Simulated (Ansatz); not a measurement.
# GaH3S + NH3: a complex and its separated parts

Aim: how far the complex at one end of a reaction step lies below its separated, relaxed parts, level by level.

Program: Ansatz 0.2.0, Gaussian basis. Level of theory: PBE0-D4/def2-TZVP structures, single points in def2-TZVPP, no counterpoise correction. These are calculated values, not measurements.

Levels: SPW92, PBE-D4, BLYP-D4, r2SCAN-D4, B97M-V, PBE0-D4, B3LYP-D4, r2SCAN0-D4, BHLYP-D4, CAM-B3LYP-D4, wB97X-V, wB97M-V, B2PLYP, PBE-QIDH, RPA on PBE, Hartree-Fock, MP2, CCSD, CCSD(T).

Cores are frozen in the correlated methods. Filled d shells of the heavier atoms are correlated. B3LYP uses VWN-RPA correlation. B2PLYP carries no dispersion term here.

94 further runs of the same task are left out: 94 set aside as unsound or not needed.

**1. The starting structure**

The complex: 9 atoms, charge 0, spin multiplicity 1.

Atoms are counted from 1 here; the program's logs count them from 0.

Bond lengths: Ga1–N2 2.155 Å, Ga1–H3 1.571 Å, Ga1–H4 1.572 Å, Ga1–S6 2.263 Å, N2–H5 1.016 Å, N2–H7 1.014 Å, N2–H8 1.013 Å, S6–H9 1.342 Å. Angles: N2–Ga1–H3 99.8°, N2–Ga1–H4 100.7°, N2–Ga1–S6 96.6°, H3–Ga1–H4 124.1°, H3–Ga1–S6 112.8°, H4–Ga1–S6 115.7°, Ga1–N2–H5 103.9°, Ga1–N2–H7 113.6°, Ga1–N2–H8 113.1°, H5–N2–H7 108.8°, H5–N2–H8 108.5°, H7–N2–H8 108.6°, Ga1–S6–H9 95.3°.

Coordinates:

```
Ga   -0.43722   -0.93323    0.04290
N    -0.34345    1.20629   -0.19781
H    -1.37046   -1.29768   -1.16704
H    -0.86918   -1.03818    1.55036
H     0.59577    1.37207   -0.54792
S     1.74809   -1.34000   -0.38338
H    -1.01147    1.56953   -0.86798
H    -0.45498    1.70961    0.67476
H     2.14290   -1.24850    0.89610
```

Its parts: GaH3S holds atoms 1, 3, 4, 6, 9; NH3 holds atoms 2, 5, 7, 8. Each part counts its atoms afresh in its own runs.

**2. Relaxing GaH3S alone**

The input, relax-a/in.yaml:

```yaml
crystal:
  periodic: [false, false, false]
  atoms:
    - {symbol: Ga, position_ang: [-0.437225, -0.933232, 0.042905]}
    - {symbol: H, position_ang: [-1.370461, -1.297682, -1.167040]}
    - {symbol: H, position_ang: [-0.869177, -1.038180, 1.550359]}
    - {symbol: S, position_ang: [1.748086, -1.340002, -0.383383]}
    - {symbol: H, position_ang: [2.142899, -1.248503, 0.896101]}
basis:
  gaussian: {orbitals: def2-TZVP}
hamiltonian: {xc: pbe0, dispersion: d4}
relax: {f_tol: 0.005, max_steps: 200}
```

The run is started by

```
ansatz run in.yaml --threads 4 --pin off --events-out ev --progress --plain --max-ram 9574MiB
```

Log (excerpt; [...] marks lines left out):

```text
Functional definition: PBE0
  name "PBE0"
  cite "Adamo & Barone, J. Chem. Phys. 110, 6158 (1999) doi:10.1063/1.478522"
  cite "Perdew, Burke & Ernzerhof, Phys. Rev. Lett. 77, 3865 (1996) doi:10.1103/PhysRevLett.77.3865"
  parent pbe
[...]
816 factors; their error is unknown
[...]
mean field -63252.31156748 eV, -2324.4795761482 hartree, gradient 5.8e-5 eV, S^2 0.000000; 0 other end points of the search recorded, 0 dependent functions left out
[...]
reference -63252.31159347 eV, -2324.4795771034 hartree; 25, 25 occupied and 78, 78 virtual orbitals, 816 factors
[...]
reference -63252.49733183 eV, -2324.4864028623 hartree; 25, 25 occupied and 78, 78 virtual orbitals, 816 factors
Total energy: -63252.56780731 eV, -2324.4889927881 hartree
Atom 0 at    -0.419796    -1.143082     0.059183 Å, force    -0.000829    -0.000951     0.001353 eV/Å
Atom 1 at    -1.362381    -1.206574    -1.180531 Å, force    -0.000616     0.000223    -0.002699 eV/Å
Atom 2 at    -0.849743    -0.971158     1.549048 Å, force     0.000181     0.000641     0.002431 eV/Å
Atom 3 at     1.726415    -1.318842    -0.384352 Å, force     0.002103    -0.000068    -0.001668 eV/Å
Atom 4 at     2.119628    -1.217943     0.895594 Å, force    -0.000838     0.000155     0.000583 eV/Å
Dipole moment:    -0.140042     0.028093     0.197552 e Å
```

It took 13 s on 4 threads of AMD EPYC, shared host; peak memory 0.44 GiB.

Step by step:

| step | energy from step 1 (eV) | largest force component (eV/Å) |
| --- | --- | --- |
| 1 | 0.0000 | 1.2886 |
| 2 | -0.1706 | 0.3393 |
| 3 | -0.1854 | 0.0813 |
| 4 | -0.1855 | 0.0495 |
| 5 | -0.1861 | 0.0086 |
| 6 | -0.1861 | 0.0027 |

Close pairs (by a distance rule), those that changed most:

| bond | before (Å) | after (Å) | change (Å) |
| --- | --- | --- | --- |
| Ga1–S4 | 2.263 | 2.199 | -0.065 |
| Ga1–H2 | 1.571 | 1.559 | -0.012 |
| Ga1–H3 | 1.572 | 1.560 | -0.011 |
| S4–H5 | 1.342 | 1.343 | +0.001 |

**3. Relaxing NH3 alone**

The input, relax-b/in.yaml:

```yaml
crystal:
  periodic: [false, false, false]
  atoms:
    - {symbol: N, position_ang: [-0.343447, 1.206293, -0.197805]}
    - {symbol: H, position_ang: [0.595771, 1.372074, -0.547920]}
    - {symbol: H, position_ang: [-1.011472, 1.569525, -0.867980]}
    - {symbol: H, position_ang: [-0.454975, 1.709606, 0.674764]}
basis:
  gaussian: {orbitals: def2-TZVP}
hamiltonian: {xc: pbe0, dispersion: d4}
relax: {f_tol: 0.005, max_steps: 200}
```

The run is started by

```
ansatz run in.yaml --threads 4 --pin off --events-out ev --progress --plain --max-ram 9574MiB
```

Log (excerpt; [...] marks lines left out):

```text
[... 5 set-up lines as earlier in the session ...]
[...]
287 factors; their error is unknown
[...]
mean field -1537.79496420 eV, -56.5129225793 hartree, gradient 5.5e-5 eV, S^2 0.000000; 0 other end points of the search recorded, 0 dependent functions left out
[...]
Total energy: -1537.80844323 eV, -56.5134179246 hartree
Atom 0 at    -0.345487     1.188597    -0.194706 Å, force    -0.000473     0.001030     0.003836 eV/Å
Atom 1 at     0.584629     1.380068    -0.546082 Å, force     0.000711     0.000002    -0.001788 eV/Å
Atom 2 at    -1.001047     1.575091    -0.862664 Å, force     0.000749     0.000373     0.000280 eV/Å
Atom 3 at    -0.452218     1.713741     0.664511 Å, force    -0.000987    -0.001405    -0.002328 eV/Å
Dipole moment:     0.052484     0.345059    -0.050133 e Å
```

It took 2 s on 4 threads of AMD EPYC, shared host; peak memory 0.44 GiB.

Relaxation path:

| step | energy from step 1 (eV) | largest force component (eV/Å) |
| --- | --- | --- |
| 1 | 0.0000 | 0.2451 |
| 2 | -0.0034 | 0.1233 |
| 3 | -0.0038 | 0.1476 |
| 4 | -0.0044 | 0.0038 |

Close pairs (by a distance rule), those that changed most:

| bond | before (Å) | after (Å) | change (Å) |
| --- | --- | --- | --- |
| N1–H2 | 1.016 | 1.013 | -0.003 |
| N1–H3 | 1.014 | 1.013 | -0.001 |
| N1–H4 | 1.013 | 1.013 | -0.001 |

**4. SPW92/def2-TZVPP**

The input, parta/in.yaml:

```yaml
crystal:
  periodic: [false, false, false]
  atoms:
    - {symbol: Ga, position_ang: [-0.419796, -1.143082, 0.059183]}
    - {symbol: H, position_ang: [-1.362381, -1.206574, -1.180531]}
    - {symbol: H, position_ang: [-0.849743, -0.971158, 1.549048]}
    - {symbol: S, position_ang: [1.726415, -1.318842, -0.384352]}
    - {symbol: H, position_ang: [2.119628, -1.217943, 0.895594]}
basis:
  gaussian: {orbitals: def2-TZVPP}
hamiltonian: {xc: lda}
```

The input, partb/in.yaml:

```yaml
crystal:
  periodic: [false, false, false]
  atoms:
    - {symbol: N, position_ang: [-0.345487, 1.188597, -0.194706]}
    - {symbol: H, position_ang: [0.584629, 1.380068, -0.546082]}
    - {symbol: H, position_ang: [-1.001047, 1.575091, -0.862664]}
    - {symbol: H, position_ang: [-0.452218, 1.713741, 0.664511]}
basis:
  gaussian: {orbitals: def2-TZVPP}
hamiltonian: {xc: lda}
```

Each run has its own folder and the same command.

The run is started by

```
ansatz run in.yaml --threads 4 --pin off --events-out ev --progress --plain --max-ram 9574MiB
```

Output in parta (excerpt; [...] marks lines left out):

```text
Functional definition: SPW92
  name "SPW92"
  cite "Dirac, Proc. Camb. Phil. Soc. 26, 376 (1930) doi:10.1017/S0305004100016108"
  cite "Slater, Phys. Rev. 81, 385 (1951) doi:10.1103/PhysRev.81.385"
  cite "Perdew & Wang, Phys. Rev. B 45, 13244 (1992) doi:10.1103/PhysRevB.45.13244"
[...]
829 factors; their error is unknown
[...]
mean field -63142.73100294 eV, -2320.4525646778 hartree, gradient 4.1e-5 eV, S^2 0.000000; 0 other end points of the search recorded, 0 dependent functions left out
reference -63142.73103594 eV, -2320.4525658905 hartree; 25, 25 occupied and 107, 107 virtual orbitals, 829 factors
Total energy: -63142.73103594 eV, -2320.4525658905 hartree
```

partb printed (excerpt; [...] marks lines left out):

```text
[... 5 set-up lines as earlier in the session ...]
[...]
332 factors; their error is unknown
[...]
mean field -1526.58940018 eV, -56.1011256971 hartree, gradient 8.6e-5 eV, S^2 0.000000; 0 other end points of the search recorded, 0 dependent functions left out
reference -1526.58941958 eV, -56.1011264101 hartree; 5, 5 occupied and 68, 68 virtual orbitals, 332 factors
Total energy: -1526.58941958 eV, -56.1011264101 hartree
```

They took 1 s (parta), 0.35 s (partb) on 4 threads of AMD EPYC, shared host; peak memory 0.44 GiB.

**5. PBE-D4/def2-TZVPP**

Each input of step 4 (parta, partb) changes in the same lines:

```diff
-hamiltonian: {xc: lda}
+hamiltonian: {xc: pbe, dispersion: d4}
```

Each run has its own folder and the same command.

The run is started by

```
ansatz run in.yaml --threads 4 --pin off --events-out ev --progress --plain --max-ram 9574MiB
```

parta printed (excerpt; [...] marks lines left out):

```text
Functional definition: PBE
  name "PBE"
[... 2 set-up lines as earlier in the session ...]
[...]
829 factors; their error is unknown
[...]
mean field -63250.48081805 eV, -2324.4122973475 hartree, gradient 4.9e-5 eV, S^2 0.000000; 0 other end points of the search recorded, 0 dependent functions left out
reference -63250.48085310 eV, -2324.4122986356 hartree; 25, 25 occupied and 107, 107 virtual orbitals, 829 factors
Total energy: -63250.56471193 eV, -2324.4153803909 hartree
```

Log of partb (excerpt; [...] marks lines left out):

```text
[... 4 set-up lines as earlier in the session ...]
[...]
332 factors; their error is unknown
[...]
mean field -1537.73153818 eV, -56.5105917163 hartree, gradient 5.9e-5 eV, S^2 0.000000; 0 other end points of the search recorded, 0 dependent functions left out
reference -1537.73155853 eV, -56.5105924640 hartree; 5, 5 occupied and 68, 68 virtual orbitals, 332 factors
Total energy: -1537.74293653 eV, -56.5110105979 hartree
```

They took 1.4 s (parta), 0.45 s (partb) on 4 threads of AMD EPYC, shared host; peak memory 0.44 GiB.

**6. BLYP-D4/def2-TZVPP**

The same edit goes into each in.yaml of step 5 (parta, partb):

```diff
-hamiltonian: {xc: pbe, dispersion: d4}
+hamiltonian: {xc: {name: BLYP}, dispersion: d4}
```

Each run has its own folder and the same command.

The run is started by

```
ansatz run in.yaml --threads 4 --pin off --events-out ev --progress --plain --max-ram 9574MiB
```

Output in parta (excerpt; [...] marks lines left out):

```text
Functional definition: BLYP
  name "BLYP"
  cite "Becke, Phys. Rev. A 38, 3098 (1988) doi:10.1103/PhysRevA.38.3098"
  cite "Lee, Yang & Parr, Phys. Rev. B 37, 785 (1988) doi:10.1103/PhysRevB.37.785"
[...]
829 factors; their error is unknown
[...]
mean field -63264.96128938 eV, -2324.9444448536 hartree, gradient 5.4e-5 eV, S^2 0.000000; 0 other end points of the search recorded, 0 dependent functions left out
reference -63264.96159097 eV, -2324.9444559370 hartree; 25, 25 occupied and 107, 107 virtual orbitals, 829 factors
Total energy: -63265.14332265 eV, -2324.9511344531 hartree
```

Log of partb (excerpt; [...] marks lines left out):

```text
[... 4 set-up lines as earlier in the session ...]
[...]
332 factors; their error is unknown
[...]
mean field -1539.10792823 eV, -56.5611731176 hartree, gradient 5.6e-5 eV, S^2 0.000000; 0 other end points of the search recorded, 0 dependent functions left out
reference -1539.10811380 eV, -56.5611799374 hartree; 5, 5 occupied and 68, 68 virtual orbitals, 332 factors
Total energy: -1539.13556328 eV, -56.5621886869 hartree
```

Wall times: 1.6 s (parta), 0.51 s (partb) on 4 threads of AMD EPYC, shared host; peak memory 0.44 GiB.

**7. r2SCAN-D4/def2-TZVPP**

The same edit goes into each in.yaml of step 6 (parta, partb):

```diff
-hamiltonian: {xc: {name: BLYP}, dispersion: d4}
+hamiltonian: {xc: r2scan, dispersion: d4}
```

Each run has its own folder and the same command.

The run is started by

```
ansatz run in.yaml --threads 4 --pin off --events-out ev --progress --plain --max-ram 9574MiB
```

parta printed (excerpt; [...] marks lines left out):

```text
Functional definition: r2SCAN
  name "r2SCAN"
  cite "Furness, Kaplan, Ning, Perdew & Sun, J. Phys. Chem. Lett. 11, 8208 (2020) doi:10.1021/acs.jpclett.0c02405"
  cite "Furness, Kaplan, Ning, Perdew & Sun, J. Phys. Chem. Lett. 11, 9248 (2020) doi:10.1021/acs.jpclett.0c03077"
  parent r2scan
[...]
829 factors; their error is unknown
[...]
mean field -63262.22228676 eV, -2324.8437883640 hartree, gradient 3.7e-5 eV, S^2 0.000000; 0 other end points of the search recorded, 0 dependent functions left out
reference -63262.22229743 eV, -2324.8437887560 hartree; 25, 25 occupied and 107, 107 virtual orbitals, 829 factors
Total energy: -63262.24007910 eV, -2324.8444422204 hartree
```

Log of partb (excerpt; [...] marks lines left out):

```text
[... 5 set-up lines as earlier in the session ...]
[...]
332 factors; their error is unknown
[...]
mean field -1538.76470125 eV, -56.5485597588 hartree, gradient 3.0e-5 eV, S^2 0.000000; 0 other end points of the search recorded, 0 dependent functions left out
reference -1538.76470771 eV, -56.5485599961 hartree; 5, 5 occupied and 68, 68 virtual orbitals, 332 factors
Total energy: -1538.76742068 eV, -56.5486596959 hartree
```

Times: 2.7 s (parta), 0.96 s (partb) on 4 threads of AMD EPYC, shared host; peak memory 0.44 GiB.

**8. B97M-V/def2-TZVPP**

The same edit goes into each in.yaml of step 7 (parta, partb):

```diff
-hamiltonian: {xc: r2scan, dispersion: d4}
+hamiltonian: {xc: {name: B97M-V}}
```

Each run has its own folder and the same command.

The run is started by

```
ansatz run in.yaml --threads 4 --pin off --events-out ev --progress --plain --max-ram 9574MiB
```

Output in parta (excerpt; [...] marks lines left out):

```text
Functional definition: B97M-V
  name "B97M-V"
  cite "Mardirossian & Head-Gordon, J. Chem. Phys. 142, 074111 (2015) doi:10.1063/1.4907719"
  cite "Becke, J. Chem. Phys. 107, 8554 (1997) doi:10.1063/1.475007"
  cite "Vydrov & Van Voorhis, J. Chem. Phys. 133, 244103 (2010) doi:10.1063/1.3521275"
  # Of w^i u^j: cxij and so on, Table III.
[...]
  gx(w, u) = cx00 + cx01*u + cx02*u^2 + (cx10 + cx11*u)*w
[...]
  gos(w, u) = cos00 + cos01*u + cos03*u^3 + cos10*w + cos32*w^3*u^2
[...]
      + integral(e_c_pw_mod_opposite_spin*gos(b97_w_opposite, b97_u_opposite)) + vv10(b, c)
829 factors; their error is unknown
[...]
mean field -63250.59782807 eV, -2324.4165973864 hartree, gradient 7.0e-5 eV, S^2 0.000000; 0 other end points of the search recorded, 0 dependent functions left out
reference -63250.59788047 eV, -2324.4165993122 hartree; 25, 25 occupied and 107, 107 virtual orbitals, 829 factors
Total energy: -63250.59788047 eV, -2324.4165993122 hartree
```

partb printed (excerpt; [...] marks lines left out):

```text
[... 5 set-up lines as earlier in the session ...]
  # Of w^i u^j: cxij and so on, Table III.
[...]
  gx(w, u) = cx00 + cx01*u + cx02*u^2 + (cx10 + cx11*u)*w
[...]
  gos(w, u) = cos00 + cos01*u + cos03*u^3 + cos10*w + cos32*w^3*u^2
[...]
      + integral(e_c_pw_mod_opposite_spin*gos(b97_w_opposite, b97_u_opposite)) + vv10(b, c)
332 factors; their error is unknown
[...]
mean field -1539.38742729 eV, -56.5714445185 hartree, gradient 4.5e-5 eV, S^2 0.000000; 0 other end points of the search recorded, 0 dependent functions left out
reference -1539.38746011 eV, -56.5714457248 hartree; 5, 5 occupied and 68, 68 virtual orbitals, 332 factors
Total energy: -1539.38746011 eV, -56.5714457248 hartree
```

Times: 4.7 s (parta), 1.2 s (partb) on 4 threads of AMD EPYC, shared host; peak memory 0.44 GiB.

**9. PBE0-D4/def2-TZVPP**

Each input of step 8 (parta, partb) changes in the same lines:

```diff
-hamiltonian: {xc: {name: B97M-V}}
+hamiltonian: {xc: pbe0, dispersion: d4}
+output: {orbitals: {seedname: orbitals}}
```

One command serves all of them, each in its own folder.

The run is started by

```
ansatz run in.yaml --threads 4 --pin off --events-out ev --progress --plain --max-ram 9574MiB
```

parta printed (excerpt; [...] marks lines left out):

```text
[... 5 set-up lines as earlier in the session ...]
[...]
905 factors; their error is unknown
[...]
mean field -63252.52670188 eV, -2324.4874821917 hartree, gradient 2.9e-5 eV, S^2 0.000000; 0 other end points of the search recorded, 0 dependent functions left out
reference -63252.52672809 eV, -2324.4874831548 hartree; 25, 25 occupied and 107, 107 virtual orbitals, 905 factors
Total energy: -63252.59720357 eV, -2324.4900730808 hartree
```

partb printed (excerpt; [...] marks lines left out):

```text
[... 5 set-up lines as earlier in the session ...]
[...]
332 factors; their error is unknown
[...]
mean field -1537.87183912 eV, -56.5157476806 hartree, gradient 1.1e-5 eV, S^2 0.000000; 0 other end points of the search recorded, 0 dependent functions left out
reference -1537.87185503 eV, -56.5157482654 hartree; 5, 5 occupied and 68, 68 virtual orbitals, 332 factors
Total energy: -1537.88097084 eV, -56.5160832654 hartree
```

Wall times: 1.8 s (parta), 0.56 s (partb) on 4 threads of AMD EPYC, shared host; peak memory 0.44 GiB.

**10. B3LYP-D4/def2-TZVPP**

Each input of step 9 (parta, partb) changes in the same lines:

```diff
-hamiltonian: {xc: pbe0, dispersion: d4}
-output: {orbitals: {seedname: orbitals}}
+hamiltonian: {xc: {name: B3LYP}, dispersion: d4}
```

One command serves all of them, each in its own folder.

The run is started by

```
ansatz run in.yaml --threads 4 --pin off --events-out ev --progress --plain --max-ram 9574MiB
```

Output in parta (excerpt; [...] marks lines left out):

```text
Functional definition: B3LYP
  name "B3LYP"
  cite "Stephens, Devlin, Chabalowski & Frisch, J. Phys. Chem. 98, 11623 (1994) doi:10.1021/j100096a001"
[... 2 set-up lines as earlier in the session ...]
  cite "Vosko, Wilk & Nusair, Can. J. Phys. 58, 1200 (1980) doi:10.1139/p80-159"
[...]
876 factors; their error is unknown
[...]
mean field -63265.27793770 eV, -2324.9560814648 hartree, gradient 7.4e-5 eV, S^2 0.000000; 0 other end points of the search recorded, 0 dependent functions left out
reference -63265.27816216 eV, -2324.9560897137 hartree; 25, 25 occupied and 107, 107 virtual orbitals, 876 factors
Total energy: -63265.41634703 eV, -2324.9611679138 hartree
```

Log of partb (excerpt; [...] marks lines left out):

```text
[... 6 set-up lines as earlier in the session ...]
[...]
332 factors; their error is unknown
[...]
mean field -1539.85469723 eV, -56.5886163722 hartree, gradient 2.0e-5 eV, S^2 0.000000; 0 other end points of the search recorded, 0 dependent functions left out
reference -1539.85483684 eV, -56.5886215029 hartree; 5, 5 occupied and 68, 68 virtual orbitals, 332 factors
Total energy: -1539.87289777 eV, -56.5892852297 hartree
```

They took 1.7 s (parta), 0.51 s (partb) on 4 threads of AMD EPYC, shared host; peak memory 0.44 GiB.

**11. r2SCAN0-D4/def2-TZVPP**

The same edit goes into each in.yaml of step 10 (parta, partb):

```diff
-hamiltonian: {xc: {name: B3LYP}, dispersion: d4}
+hamiltonian: {xc: {name: r2SCAN0}, dispersion: d4}
```

One command serves all of them, each in its own folder.

The run is started by

```
ansatz run in.yaml --threads 4 --pin off --events-out ev --progress --plain --max-ram 9574MiB
```

Log of parta (excerpt; [...] marks lines left out):

```text
Functional definition: r2SCAN0
  name "r2SCAN0"
  cite "Bursch, Neugebauer, Ehlert & Grimme, J. Chem. Phys. 156, 134105 (2022) doi:10.1063/5.0086040"
[... 3 set-up lines as earlier in the session ...]
[...]
905 factors; their error is unknown
[...]
mean field -63261.38776395 eV, -2324.8131202164 hartree, gradient 2.9e-5 eV, S^2 0.000000; 0 other end points of the search recorded, 0 dependent functions left out
reference -63261.38777247 eV, -2324.8131205295 hartree; 25, 25 occupied and 107, 107 virtual orbitals, 905 factors
Total energy: -63261.40969726 eV, -2324.8139262505 hartree
```

partb printed (excerpt; [...] marks lines left out):

```text
[... 6 set-up lines as earlier in the session ...]
[...]
332 factors; their error is unknown
[...]
mean field -1538.56923663 eV, -56.5413765664 hartree, gradient 4.0e-5 eV, S^2 0.000000; 0 other end points of the search recorded, 0 dependent functions left out
reference -1538.56924171 eV, -56.5413767533 hartree; 5, 5 occupied and 68, 68 virtual orbitals, 332 factors
Total energy: -1538.57224305 eV, -56.5414870503 hartree
```

They took 3.3 s (parta), 0.91 s (partb) on 4 threads of AMD EPYC, shared host; peak memory 0.44 GiB.

**12. BHLYP-D4/def2-TZVPP**

Each input of step 11 (parta, partb) changes in the same lines:

```diff
-hamiltonian: {xc: {name: r2SCAN0}, dispersion: d4}
+hamiltonian: {xc: {name: BHLYP}, dispersion: d4}
```

One command serves all of them, each in its own folder.

The run is started by

```
ansatz run in.yaml --threads 4 --pin off --events-out ev --progress --plain --max-ram 9574MiB
```

Output in parta (excerpt; [...] marks lines left out):

```text
Functional definition: BHLYP
  name "BHLYP"
  cite "Becke, J. Chem. Phys. 98, 1372 (1993) doi:10.1063/1.464304"
[... 2 set-up lines as earlier in the session ...]
[...]
965 factors; their error is unknown
[...]
mean field -63262.48602434 eV, -2324.8534805414 hartree, gradient 1.9e-5 eV, S^2 0.000000; 0 other end points of the search recorded, 0 dependent functions left out
reference -63262.48617655 eV, -2324.8534861351 hartree; 25, 25 occupied and 107, 107 virtual orbitals, 965 factors
Total energy: -63262.60961821 eV, -2324.8580225322 hartree
```

Output in partb (excerpt; [...] marks lines left out):

```text
[... 5 set-up lines as earlier in the session ...]
[...]
346 factors; their error is unknown
[...]
mean field -1538.73561202 eV, -56.5474907494 hartree, gradient 7.6e-5 eV, S^2 0.000000; 0 other end points of the search recorded, 0 dependent functions left out
reference -1538.73570867 eV, -56.5474943011 hartree; 5, 5 occupied and 68, 68 virtual orbitals, 346 factors
Total energy: -1538.74640888 eV, -56.5478875265 hartree
```

Times: 1.7 s (parta), 0.5 s (partb) on 4 threads of AMD EPYC, shared host; peak memory 0.44 GiB.

(Part 1 of 2 ends here.)
